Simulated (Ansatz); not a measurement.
Crystal: BiTe.

```
Bi Te
1.0
     2.42271    1.39875    3.31729
    -2.42271    1.39875    3.31729
     0.00000   -2.79750    3.31729
Bi Te
1 1
Direct
  0.50000 0.50000 0.50000
  0.00000 0.00000 0.00000
```

The cell comes from a database or a generator and needn't be the stable form of this composition.

* Program: Ansatz 0.2.0
* Task: relaxation of cell and atoms
* Functional: HSEsol
* Potentials or basis: Ansatz PAW
* Cutoff: 420 eV (not typed: the program's choice for these potentials)
* k mesh: 4 × 4 × 4
* Occupations: fermi-dirac, width 0.05 eV
* Spin: no spin polarisation

At the start: volume 33.72 Å³/atom.

Question: Where does the relaxation end?

Answer: It ends after 6 steps and the volume is 31.60 Å³/atom (-6.3 %); space group R-3m (No. 166, to 0.05 Å).

Step by step:
```csv
step,energy change (eV),largest force (eV/Å),volume (Å³)
1,0.0000,0.0000,67.45
2,-0.0293,0.0000,61.11
3,-0.0455,0.0000,63.54
4,-0.0459,0.0000,63.25
5,-0.0459,0.0000,63.21
6,-0.0449,0.0000,63.21
```

Final structure:
```cif
data_structure
_symmetry_space_group_name_H-M 'P 1'
_symmetry_Int_Tables_number 1
_cell_length_a 4.2345
_cell_length_b 4.2345
_cell_length_c 4.2345
_cell_angle_alpha 68.391
_cell_angle_beta 68.391
_cell_angle_gamma 68.391
_cell_volume 63.21
loop_
_atom_site_label
_atom_site_type_symbol
_atom_site_fract_x
_atom_site_fract_y
_atom_site_fract_z
_atom_site_occupancy
Bi1 Bi 0.50000 0.50000 0.50000 1
Te1 Te 0.00000 0.00000 0.00000 1
```

Caveat: the k mesh is coarse (spacing up to 0.41 Å⁻¹), so the values aren't converged, least of all with exact exchange; the plane-wave basis is chosen anew once the cell has moved, so the energies of steps on either side of that aren't comparable; the PAW data sets come from PBE, with cores solved anew for the run's functional, which leaves a small shift of forces and pressure.
